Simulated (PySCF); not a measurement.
# [TcS2]+: triplet, from a linear start

Where does triplet [TcS2]+ go from a linear start, is the end point a minimum, and what are its modes, charges and moments?

Computed with PySCF 2.14.0. Level: PBE, basis Tc def2-SVP with ECP28, S def2-SVP, scalar-relativistic core potentials, no spin–orbit coupling, density fitting.

**1. The starting structure**

3 atoms, charge 1, spin multiplicity 3.

Bond lengths: Tc1–S2 2.097 Å, Tc1–S3 2.097 Å. Angles: S2–Tc1–S3 180.0°.

```xyz
3
charge 1 multiplicity 3
Tc    0.0000    0.0000    0.0000
S     0.0000    0.0000    2.0972
S     0.0000    0.0000   -2.0972
```

**2. Linear start, triplet: relaxation**

One driver script runs all steps and calls PySCF; scf.py shows how it sets up the SCF of each step. The optimiser is the driver's own. Before each start the driver seeks the lowest SCF state from one or more starting densities and follows internal instabilities, so scf.py alone need not reach the same state.

The program finds D∞h symmetry in the start, which this walk keeps.

scf.py

```python
from pyscf import gto, scf, dft
mol = gto.M(atom='''
Tc     0.000000     0.000000     0.000000
S      0.000000     0.000000     2.097200
S      0.000000     0.000000    -2.097200''',
    basis={'Tc': 'def2-SVP', 'S': 'def2-SVP'},
    ecp={'Tc': 'def2-SVP'},
    charge=1, spin=2)
mf = dft.UKS(mol, xc='PBE')
mf.grids.atom_grid = (50, 194)
aux = {'Tc': 'def2-universal-JKFIT', 'S': 'def2-universal-JKFIT'}
mf = mf.density_fit(auxbasis=aux)
mf.kernel()
```

Further steps of the session: Frequencies; Leaving the saddle point; Frequencies.

What does the calculation give? Wanted: minimum; geometry; wavenumbers; dipole moment; highest occupied, lowest empty level; polar-tensor charge of Tc1; zero-point energy; ⟨S²⟩.

As calculated:

| quantity | value |
| --- | --- |
| minimum | triplet, C2v |
| geometry | Tc–S 2.070 Å (×2); S–Tc–S 110.6° |
| wavenumbers (cm⁻¹) | 202 (a1), 552 (a1), 562 (b2) |
| dipole moment (centre of mass) | 1.78 D |
| highest occupied, lowest empty level (either spin) | -11.84, -10.94 eV |
| polar-tensor charge of Tc1 | +1.03 e |
| zero-point energy | 7.9 kJ/mol |
| entropy at 298.15 K | 298.6 J/(mol K) |
| ⟨S²⟩ | 2.028 |

**Reading.** The linear start (D∞h) ends in a minimum of C2v symmetry, after a first stop at a second-order saddle point 179.5 kJ/mol higher, from which it was pushed off along an imaginary mode. In the infrared the band at 562 cm⁻¹ (b2, stretch) leads. Most of the spin sits on Tc1 (Mulliken spin 1.95, against 2 for the whole molecule). Only this shape and spin were tried, so other structures or states may lie lower. Open d and f shells are described by one determinant, and the ground state may have another occupation or spin.
